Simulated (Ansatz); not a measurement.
# ScSi: the cost of one run

The runs use Ansatz 0.2.0, Gaussian basis; def2-TZVPP, core rule «outside noble gas», up to 14 orbitals frozen.

To be run: UHF; CCSD(T) on ROHF; CCSD(T) on UHF; CCSDT(Q) on ROHF; CCSDT(Q) on UHF.

17 further runs of the same task are left out: 12 for a known fault of the program, 5 set aside as unsound or not needed.

**1. What is computed**

The geometry is a PBE0/def2-TZVP stationary point (not a proven minimum).

2 atoms, charge 0, spin multiplicity 4.

Atoms are counted from 1 here; the program's logs count them from 0.

Bond lengths: Sc1–Si2 2.495 Å.

Coordinates:

```xyz
2

Sc    0.0000    0.0000    0.0000
Si    0.0000    0.0000    2.4946
```

**2. UHF**

The input, in.yaml:

```yaml
crystal:
  periodic: [false, false, false]
  atoms:
    - {symbol: Sc, position_ang: [0.000000, 0.000000, 0.000000]}
    - {symbol: Si, position_ang: [0.000000, 0.000000, 2.494600]}
basis:
  gaussian: {orbitals: def2-TZVPP}
magnetization: {spin_polarized: true, initial_magnetization: 3}
hamiltonian: {xc: hf}
output: {orbitals: {seedname: orbitals}}
```

Run with:

```bash
$ ansatz run in.yaml --threads 1 --pin off --events-out ev --progress --plain --max-ram 2816MiB --backend cpu
```

**Question.** How long does this run take on 1 thread of AMD EPYC 7R13, shared host, and how much memory does it need?

About 48 s, with a peak of 0.31 GiB.
